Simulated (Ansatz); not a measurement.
Predict the output of the script below (Ansatz's Python interface).

Script `c3h7bo.py`:
```python
# -*- coding: utf-8 -*-
import sys

import ansatz as az
import numpy as np

molecule = (
    az.Crystal.molecule()
    .atom("C", (-1.3523, -0.4254, 0.4847))
    .atom("B", (0.0131, 0.1364, -0.035))
    .atom("C", (1.2939, -0.705, 0.2712))
    .atom("C", (0.1794, 1.3986, -0.9822))
    .atom("O", (-0.8988, 2.0038, -1.2931))
    .atom("H", (-1.8736, 0.4123, 1.1072))
    .atom("H", (-1.2528, -1.3085, 1.0699))
    .atom("H", (-2.0151, -0.5722, -0.4063))
    .atom("H", (1.3719, -0.9146, 1.413))
    .atom("H", (2.2367, -0.134, 0.0238))
    .atom("H", (1.2892, -1.6571, -0.2648))
    .atom("H", (1.0853, 1.7106, -1.3545))
)

base = (
    molecule.calculation()
    .basis(gaussian="def2-TZVP")
    .functional("r2SCAN")
    .forces()
)
print(base.to_yaml())
try:
    rep = base.run(threads=1).report
except az.AnsatzError as error:
    sys.exit(f"{type(error).__name__}: {error}")

print(f"E = {rep['free_energy_ev']:.6f} eV = {rep['free_energy_ev'] / 27.211386246:.7f} Ha")
print("converged:", rep["converged"], " doubts:", rep["published_state_doubts"] or "none")

field = rep["mean_field"]
print("<S^2> =", round(abs(field["state"]["spin_squared"]), 4), " relativity:", field["relativity"])
print("passes:", field["passes"])
if "symmetry" in field:
    print("occupied orbitals by irrep:", field["symmetry"]["occupied"])

symbols = [site.symbol for site in molecule.cartesian_sites]
forces = np.array(rep["forces_ev_ang"])
print("largest force", round(float(np.linalg.norm(forces, axis=1).max()), 4), "eV/A, rms", round(float(np.sqrt((forces ** 2).mean())), 4))

charges = rep["charge_distribution"]
print("dipole moment", round(4.803205 * float(np.linalg.norm(charges["dipole_moment_e_ang"])), 3), "D")
print("Mulliken:", [(s, round(q, 3)) for s, q in zip(symbols, charges["mulliken_charges_e"])])
```

```console
$ python c3h7bo.py
crystal:
  periodic: [false, false, false]
  atoms:
    - { symbol: C, position_ang: [-1.3523, -0.4254, 0.4847] }
    - { symbol: B, position_ang: [0.0131, 0.1364, -0.035] }
    - { symbol: C, position_ang: [1.2939, -0.705, 0.2712] }
    - { symbol: C, position_ang: [0.1794, 1.3986, -0.9822] }
    - { symbol: O, position_ang: [-0.8988, 2.0038, -1.2931] }
    - { symbol: H, position_ang: [-1.8736, 0.4123, 1.1072] }
    - { symbol: H, position_ang: [-1.2528, -1.3085, 1.0699] }
    - { symbol: H, position_ang: [-2.0151, -0.5722, -0.4063] }
    - { symbol: H, position_ang: [1.3719, -0.9146, 1.413] }
    - { symbol: H, position_ang: [2.2367, -0.134, 0.0238] }
    - { symbol: H, position_ang: [1.2892, -1.6571, -0.2648] }
    - { symbol: H, position_ang: [1.0853, 1.7106, -1.3545] }
basis:
  gaussian:
    orbitals: def2-TZVP
hamiltonian:
  xc: r2scan
output:
  forces: true

E = -5946.222512 eV = -218.5196468 Ha
converged: True  doubts: none
<S^2> = 0.0  relativity: none
passes: {'evaluations': 16, 'products': 13}
occupied orbitals by irrep: [{'A': 19}, {'A': 19}]
largest force 6.4792 eV/A, rms 1.5594
dipole moment 2.43 D
Mulliken: [('C', -0.374), ('B', 0.144), ('C', -0.409), ('C', 0.121), ('O', -0.319), ('H', 0.131), ('H', 0.117), ('H', 0.139), ('H', 0.124), ('H', 0.097), ('H', 0.141), ('H', 0.088)]
```

What to keep in mind:
- Total energies depend on the basis set; only differences at equal settings carry meaning.
- The geometry is a force-field or estimated start, not a minimum of this method, and the basis set is short of its limit.
- Hardware and time: 5.2 s on 1 thread of Intel(R) Xeon(R) 6975P-C (Granite Rapids) (shared host), peak memory 0.31 GiB.

(A comment or docstring line of the script was reworded after the run, the code is as it ran; lines on the test bed's own set-up are left out of the output.)
